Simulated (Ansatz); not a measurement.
# CdPb2: the cost of one run

Computed with Ansatz 0.2.0 (DFT PBE, scalar-relativistic, plane waves, PAW, unless a step's input says otherwise).

**1. The structure to begin with**

It takes space group I4/mmm (No. 139, tetragonal). The conventional cell has a = 4.067 Å, b = 4.067 Å, c = 9.977 Å, α = 90.00°, β = 90.00°, γ = 90.00°. Around Cd (site symmetry 4/mmm) lie 10 Pb at 3.31 to 3.34 Å. Around Pb (site symmetry 4mm) lie 5 Pb at 3.29 to 3.34 Å and 5 Cd at 3.31 to 3.34 Å.

Structure file:

```
CELL_PARAMETERS angstrom
-2.03358 2.03358 4.98862
2.03358 -2.03358 4.98862
2.03358 2.03358 -4.98862
ATOMIC_POSITIONS crystal
Cd 0.00000 0.00000 0.00000
Pb 0.66500 0.66500 0.00000
Pb 0.33500 0.33500 0.00000
```

This is candidate A: MoSi2 (C11b) type (I4/mmm, No. 139).

(A quick probe on a coarse mesh, which set the mesh and smearing, is not shown.)

**3. The relaxation (candidate A)**

input.yaml reads:

```yaml
crystal:
  lattice:
    - [-2.0335771193, 2.0335771193, 4.9886188709]
    - [2.0335771193, -2.0335771193, 4.9886188709]
    - [2.0335771193, 2.0335771193, -4.9886188709]
  atoms:
    - { symbol: Cd, position: [0.0, 0.0, 0.0] }
    - { symbol: Pb, position: [0.665, 0.665, 0.0] }
    - { symbol: Pb, position: [0.335, 0.335, 0.0] }
basis:
  ecutwfc: 420
kpoints:
  mp_grid: { grid: [16, 16, 16] }
hamiltonian:
  xc: pbe
scf:
  occupations: { method: gaussian, width: 0.1 }
output:
  forces: true
  stress: true
  eigenvalues: true
relax:
  adjacent_minimum: "off"
  f_tol: 0.01
  max_steps: 80
  cell: { stress_tol: 0.05 }
```

Run with:

```console
$ ansatz run input.yaml --threads 1 --pin off --max-ram 2560MiB --backend cpu --events-out ev --progress --plain --runs-dir out
```

**Question.** How long does this run take on 1 thread of Arm Neoverse V1, shared host, and how much memory does it need?

About 19 min, with a peak of 0.87 GiB.
